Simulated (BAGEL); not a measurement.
**CH4ClGa (SMILES [CH3][GaH][Cl]): a chain of runs**

We compute the energy (HF/def2-SV(P)), then a single-point energy (NEVPT2(2,2)/def2-SV(P)), then a single-point energy (CASPT2(2,2)/def2-SV(P)) of CH4ClGa. 

Program for the calculation: BAGEL 1.2.2.

1 further run of the same task is left out (set aside as unsound or not needed).

## Step 1: The system as given

CH4ClGa has 7 atoms, charge 0, and is taken as a singlet. As SMILES, `[CH3][GaH][Cl]`. The C1–H4 distance was set to 2.076 Å, away from the relaxed value. At this shape a bond of the SMILES string is far longer than usual.

Bond lengths: C1–Ga2 1.952 Å, Ga2–Cl3 2.160 Å, C1–H5 1.089 Å, C1–H6 1.093 Å, Ga2–H7 1.560 Å. Angles: C1–Ga2–Cl3 116.2°, C1–Ga2–H7 130.1°, Cl3–Ga2–H7 113.7°, Ga2–C1–H5 110.9°, Ga2–C1–H6 109.9°, H5–C1–H6 109.1°.

## Step 2: The energy at HF/def2-SV(P) (density fitting with svp-jkfit) (run 1)

input.json reads:

```json
{ "bagel" : [

{
  "title" : "molecule",
  "basis" : "def2-sv_p_.json",
  "df_basis" : "svp-jkfit",
  "geometry" : [
    { "atom" : "C", "xyz" : [    -1.88146802,    -0.67212834,    -0.23794109 ] },
    { "atom" : "Ga", "xyz" : [     1.09825213,    -2.80071585,     0.20879017 ] },
    { "atom" : "Cl", "xyz" : [     1.13359001,    -5.17553467,     3.52922794 ] },
    { "atom" : "H", "xyz" : [    -0.82373162,     3.09385961,    -0.53630427 ] },
    { "atom" : "H", "xyz" : [    -3.18122165,    -0.88887993,     1.34375968 ] },
    { "atom" : "H", "xyz" : [    -2.85543287,    -1.18159850,    -1.98650467 ] },
    { "atom" : "H", "xyz" : [     3.50387349,    -3.07793867,    -1.47306608 ] }
  ]
},

{
  "title" : "hf"
},

{
  "title" : "print",
  "file" : "orbitals.molden",
  "orbitals" : true
}

]}
```

The basis set def2-SV(P) is read from a file made from the Basis Set Exchange's data (not shown).

The run is started by

```console
$ BAGEL_NUM_THREADS=1 BAGEL input.json > input.out
```

The program printed:

```text
* using 1 threads per process

  ===============================================================
  ===============================================================

  *** Geometry ***

  { "atom" : "C", "xyz" : [     -1.881468,     -0.672128,     -0.237941 ] },
  { "atom" : "Ga", "xyz" : [      1.098252,     -2.800716,      0.208790 ] },
  { "atom" : "Cl", "xyz" : [      1.133590,     -5.175535,      3.529228 ] },
  { "atom" : "H", "xyz" : [     -0.823732,      3.093860,     -0.536304 ] },
  { "atom" : "H", "xyz" : [     -3.181222,     -0.888880,      1.343760 ] },
  { "atom" : "H", "xyz" : [     -2.855433,     -1.181598,     -1.986505 ] },
  { "atom" : "H", "xyz" : [      3.503873,     -3.077939,     -1.473066 ] },

  Number of auxiliary basis functions:      541

  Since a DF basis is specified, we compute 2- and 3-index integrals:
    o Being stored without compression. Storage requirement is 0.022 GB

  Number of basis functions:       72
  Number of electrons      :       58

    * METHOD: MOLECULE                             0.28

  *** RHF ***

  === Nuclear Repulsion ===
   242.2427521899

      * DIIS with orbital gradients will be used.

  === RHF iteration (def2-sv_p_.json) ===
      0      -2422.28891503          0.01408515           0.08
      1      -2422.37758496          0.00890997           0.08
      2      -2422.41387781          0.00145137           0.08
      3      -2422.41584101          0.00042772           0.08
      4      -2422.41599763          0.00010124           0.08
      5      -2422.41601374          0.00002632           0.08
      6      -2422.41601463          0.00001074           0.08
      7      -2422.41601471          0.00000391           0.08
      8      -2422.41601472          0.00000109           0.08
      9      -2422.41601472          0.00000045           0.08
     10      -2422.41601472          0.00000017           0.08
     11      -2422.41601472          0.00000006           0.08
     12      -2422.41601472          0.00000002           0.08
     13      -2422.41601472          0.00000001           0.08
     14      -2422.41601472          0.00000000           0.08
    * SCF iteration converged.

    * Permanent dipole moment:
           (    0.335645,    -0.077844,     0.675054) a.u.

    * METHOD: HF                                   1.41

    * METHOD: PRINT                                0.01

  ===============================================================
```

It took 1.9 s on 1 thread of Arm Neoverse V1, shared host; peak memory 0.15 GiB.

## Step 3: The energy at NEVPT2(2,2)/def2-SV(P) (density fitting with svp-jkfit) (run 2)

calc.json reads:

```json
{ "bagel" : [

{
  "title" : "molecule",
  "basis" : "def2-sv_p_.json",
  "df_basis" : "svp-jkfit",
  "geometry" : [
    { "atom" : "C", "xyz" : [    -1.88146802,    -0.67212834,    -0.23794109 ] },
    { "atom" : "Ga", "xyz" : [     1.09825213,    -2.80071585,     0.20879017 ] },
    { "atom" : "Cl", "xyz" : [     1.13359001,    -5.17553467,     3.52922794 ] },
    { "atom" : "H", "xyz" : [    -0.82373162,     3.09385961,    -0.53630427 ] },
    { "atom" : "H", "xyz" : [    -3.18122165,    -0.88887993,     1.34375968 ] },
    { "atom" : "H", "xyz" : [    -2.85543287,    -1.18159850,    -1.98650467 ] },
    { "atom" : "H", "xyz" : [     3.50387349,    -3.07793867,    -1.47306608 ] }
  ]
},

{
  "title" : "hf",
  "charge" : 0
},

{
  "title" : "nevpt2",
  "nstate" : 1,
  "nact" : 2,
  "nclosed" : 28,
  "charge" : 0,
  "active" : [29, 30],
  "maxiter" : 200,
  "natocc" : "true",
  "ncore" : 15
},

{
  "title" : "print",
  "file" : "orbitals.molden",
  "orbitals" : "true"
}

]}
```

The basis set def2-SV(P) is read from a file made from the Basis Set Exchange's data (not shown).

The run is started by

```console
$ BAGEL_NUM_THREADS=1 BAGEL calc.json > calc.out
```

The program printed:

```text
* using 1 threads per process

  ===============================================================
  ===============================================================

  *** Geometry ***

  { "atom" : "C", "xyz" : [     -1.881468,     -0.672128,     -0.237941 ] },
  { "atom" : "Ga", "xyz" : [      1.098252,     -2.800716,      0.208790 ] },
  { "atom" : "Cl", "xyz" : [      1.133590,     -5.175535,      3.529228 ] },
  { "atom" : "H", "xyz" : [     -0.823732,      3.093860,     -0.536304 ] },
  { "atom" : "H", "xyz" : [     -3.181222,     -0.888880,      1.343760 ] },
  { "atom" : "H", "xyz" : [     -2.855433,     -1.181598,     -1.986505 ] },
  { "atom" : "H", "xyz" : [      3.503873,     -3.077939,     -1.473066 ] },

  Number of auxiliary basis functions:      541

  Since a DF basis is specified, we compute 2- and 3-index integrals:
    o Being stored without compression. Storage requirement is 0.022 GB

  Number of basis functions:       72
  Number of electrons      :       58

    * METHOD: MOLECULE                             0.28

  *** RHF ***

  === Nuclear Repulsion ===
   242.2427521899

      * DIIS with orbital gradients will be used.

  === RHF iteration (def2-sv_p_.json) ===
      0      -2422.28891503          0.01408515           0.08
      1      -2422.37758496          0.00890997           0.08
      2      -2422.41387781          0.00145137           0.08
[... 11 lines of this table left out ...]
     14      -2422.41601472          0.00000000           0.08
    * SCF iteration converged.

    * Permanent dipole moment:
           (    0.335645,    -0.077844,     0.675054) a.u.

    * METHOD: HF                                   1.41

    * freezing 15 orbitals
  ---------------------------
      CASSCF calculation
  ---------------------------

    ==== Active orbitals : =====
         Orbital 29
         Orbital 30
    ============================

    * nstate   :      1
    * nclosed  :     28
    * nact     :      2
    * nvirt    :     42
  === CASSCF iteration (def2-sv_p_.json) ===

    * Using the second-order algorithm

      0  0     -2422.42972787     2.19e-03      0.02

      1  0     -2422.45975030     2.61e-03      0.37
[... 19 lines of this table left out ...]
     11  0     -2422.47235547     3.07e-09      0.31

    * Second-order optimization converged. *

     guess   0:   closed 1.                   open ..

  === FCI iteration ===

      0  0     -2422.41135872     8.35e-02      0.00
      1  0     -2422.47215719     4.53e-03      0.00
      2  0 *   -2422.47235547     5.39e-16      0.00

     * ci vector, state   0, <S^2> = 0.0000
       2.     0.9392759882
       .2    -0.3431626700

  === DF-NEVPT2 calculation ===

    * 3-index integral transformation done
    * assembly done

      NEVPT2 correlation energy:   -0.4410438466      0.10

          (+0)     -0.3974932481
          (+0)'    -0.0116332146
          (+1)     -0.0061681811
          (+1)'    -0.0000000000
          (+2)     -0.0003225114
          (-1)     -0.0243441318
          (-1)'     0.0000000000
          (-2)     -0.0010825595

      NEVPT2 total energy:       -2422.9133993167

    * METHOD: NEVPT2                               4.49

    * METHOD: PRINT                                0.01

  ===============================================================
```

It took 6.6 s on 1 thread of Arm Neoverse V1, shared host; peak memory 0.15 GiB.

## Step 4: The energy at CASPT2(2,2)/def2-SV(P) (density fitting with svp-jkfit) (run 3)

caspt2.json reads:

```json
{ "bagel": [

{
  "title": "molecule",
  "basis": "def2-sv_p_.json",
  "df_basis": "svp-jkfit",
  "geometry": [
    { "atom": "C", "xyz": [    -1.88146802,    -0.67212834,    -0.23794109 ] },
    { "atom": "Ga", "xyz": [     1.09825213,    -2.80071585,     0.20879017 ] },
    { "atom": "Cl", "xyz": [     1.13359001,    -5.17553467,     3.52922794 ] },
    { "atom": "H", "xyz": [    -0.82373162,     3.09385961,    -0.53630427 ] },
    { "atom": "H", "xyz": [    -3.18122165,    -0.88887993,     1.34375968 ] },
    { "atom": "H", "xyz": [    -2.85543287,    -1.18159850,    -1.98650467 ] },
    { "atom": "H", "xyz": [     3.50387349,    -3.07793867,    -1.47306608 ] }
  ]
},

{ "title": "hf" },

{ "title": "casscf", "nstate": 1, "nact": 2, "nclosed": 28, "active": [29, 30], "maxiter": 200, "natocc": "true" },

{ "title": "print", "file": "orbitals.molden", "orbitals": "true" },

{ "title": "smith", "method": "caspt2", "ms": "true", "xms": "true", "sssr": "true", "shift": 0.2, "shift_imag": "true", "ncore": 15 }

]}
```

The basis set def2-SV(P) is read from a file made from the Basis Set Exchange's data (not shown).

The run is started by

```console
$ BAGEL_NUM_THREADS=1 BAGEL caspt2.json > caspt2.out
```

The program printed:

```text
* using 1 threads per process

  ===============================================================
  ===============================================================

  *** Geometry ***

  { "atom" : "C", "xyz" : [     -1.881468,     -0.672128,     -0.237941 ] },
  { "atom" : "Ga", "xyz" : [      1.098252,     -2.800716,      0.208790 ] },
  { "atom" : "Cl", "xyz" : [      1.133590,     -5.175535,      3.529228 ] },
  { "atom" : "H", "xyz" : [     -0.823732,      3.093860,     -0.536304 ] },
  { "atom" : "H", "xyz" : [     -3.181222,     -0.888880,      1.343760 ] },
  { "atom" : "H", "xyz" : [     -2.855433,     -1.181598,     -1.986505 ] },
  { "atom" : "H", "xyz" : [      3.503873,     -3.077939,     -1.473066 ] },

  Number of auxiliary basis functions:      541

  Since a DF basis is specified, we compute 2- and 3-index integrals:
    o Being stored without compression. Storage requirement is 0.022 GB

  Number of basis functions:       72
  Number of electrons      :       58

    * METHOD: MOLECULE                             0.28

  *** RHF ***

[... 11 lines left out ...]
    * SCF iteration converged.
[... 1 line left out ...]
    * Permanent dipole moment:
[... 27 lines left out ...]
    * Second-order optimization converged. *
[... 9 lines left out ...]
     * ci vector, state   0, <S^2> = 0.0000
[... 16 lines left out ...]
    * Zeroth order energy : state  0       -0.6092647096

    * CASPT2 iteration is performed using orthogonal basis

      -------------------------------------------  CASPT2 iteration  ---------------------------------------------------
       #      aibj      arbs      arbi      airj      risj      airs      arst      rist         Etot      error   time
      ------------------------------------------------------------------------------------------------------------------

       0  -0.39596  -0.00142  -0.02554  -0.00665  -0.00048  -0.01127  -0.00000  -0.00000   -0.4413112  0.0007567   0.06
       1  -0.39599  -0.00143  -0.02558  -0.00668  -0.00049  -0.01139  -0.00000  -0.00000   -0.4415625  0.0000993   0.05
       2  -0.39599  -0.00143  -0.02558  -0.00668  -0.00049  -0.01140  -0.00000  -0.00000   -0.4415674  0.0000144   0.05
       3  -0.39599  -0.00143  -0.02558  -0.00668  -0.00049  -0.01140   0.00000  -0.00000   -0.4415675  0.0000023   0.05
       4  -0.39599  -0.00143  -0.02558  -0.00668  -0.00049  -0.01140   0.00000  -0.00000   -0.4415675  0.0000003   0.05

      ------------------------------------------------------------------------------------------------------------------

    * CASPT2 energy : state  0    -2422.9162405445
        w/o shift correction      -2422.9139229253
        reference weight              0.8756914313

    * METHOD: SMITH                                0.46

  ===============================================================
```

Wall time 6.6 s (1 thread of Arm Neoverse V1, shared host); peak memory 0.15 GiB.

## Step 5: Outcome

| quantity | value |
| --- | --- |
| run 1, HF/def2-SV(P): total energy | -2422.41601 Eh |
| run 1, HF/def2-SV(P): dipole moment | 1.93 D |
| run 1, HF/def2-SV(P): HOMO energy | -10.24 eV |
| run 1, HF/def2-SV(P): LUMO energy | 0.45 eV |
| run 1, HF/def2-SV(P): HOMO–LUMO gap | 10.69 eV |
| run 2, NEVPT2(2,2)/def2-SV(P): total energy | -2422.91340 Eh |
| run 3, CASPT2(2,2)/def2-SV(P): total energy | -2422.91624 Eh |
